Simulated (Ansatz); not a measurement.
# CdAu: the cost of one run

Method: DFT LDA, scalar-relativistic, plane waves, PAW, in Ansatz 0.2.0.

The COD cell was measured well above room temperature, so it is larger than a cold one.

### 1 The starting structure

Symmetry: Pm-3m, No. 221, cubic system. The conventional cell has a = 3.340 Å, b = 3.340 Å, c = 3.340 Å, α = 90.00°, β = 90.00°, γ = 90.00°. Around Cd (site symmetry m-3m) lie 8 Au at 2.89 Å. Au (site symmetry m-3m) is surrounded by 8 Cd at 2.89 Å.

As a file:

```cif
data_structure
_symmetry_space_group_name_H-M 'Pm-3m'
_symmetry_Int_Tables_number 221
_cell_length_a 3.3400
_cell_length_b 3.3400
_cell_length_c 3.3400
_cell_angle_alpha 90.000
_cell_angle_beta 90.000
_cell_angle_gamma 90.000
_cell_volume 37.26
loop_
_atom_site_label
_atom_site_type_symbol
_atom_site_symmetry_multiplicity
_atom_site_Wyckoff_symbol
_atom_site_fract_x
_atom_site_fract_y
_atom_site_fract_z
_atom_site_occupancy
Cd1 Cd 1 b 0.50000 0.50000 0.50000 1
Au1 Au 1 a 0.00000 0.00000 0.00000 1
```

The structure comes from the Crystallography Open Database.

(A quick probe on a coarse mesh, which set the mesh and smearing, is not shown.)

### 3 The relaxation

input.yaml reads:

```yaml
crystal:
  lattice:
    - [3.34, 0.0, 0.0]
    - [0.0, 3.34, 0.0]
    - [0.0, 0.0, 3.34]
  atoms:
    - { symbol: Cd, position: [0.5, 0.5, 0.5] }
    - { symbol: Au, position: [0.0, 0.0, 0.0] }
basis:
  ecutwfc: 420
kpoints:
  mp_grid: { grid: [12, 12, 12] }
hamiltonian:
  xc: lda
scf:
  occupations: { method: gaussian, width: 0.1 }
output:
  forces: true
  stress: true
  eigenvalues: true
  write_density: true
  write_potential: true
  elf: true
  volumetric_format: npy
relax:
  adjacent_minimum: "off"
  f_tol: 0.005
  max_steps: 80
  cell: { stress_tol: 0.05 }
```

On the command line:

```console
> ansatz run input.yaml --threads 1 --pin off --max-ram 3072MiB --backend cpu --events-out ev --progress --plain --runs-dir out
```

**Question.** How long does this run take on 1 thread of Arm Neoverse V1, shared host, and how much memory does it need?

About 25 s, with a peak of 0.36 GiB.
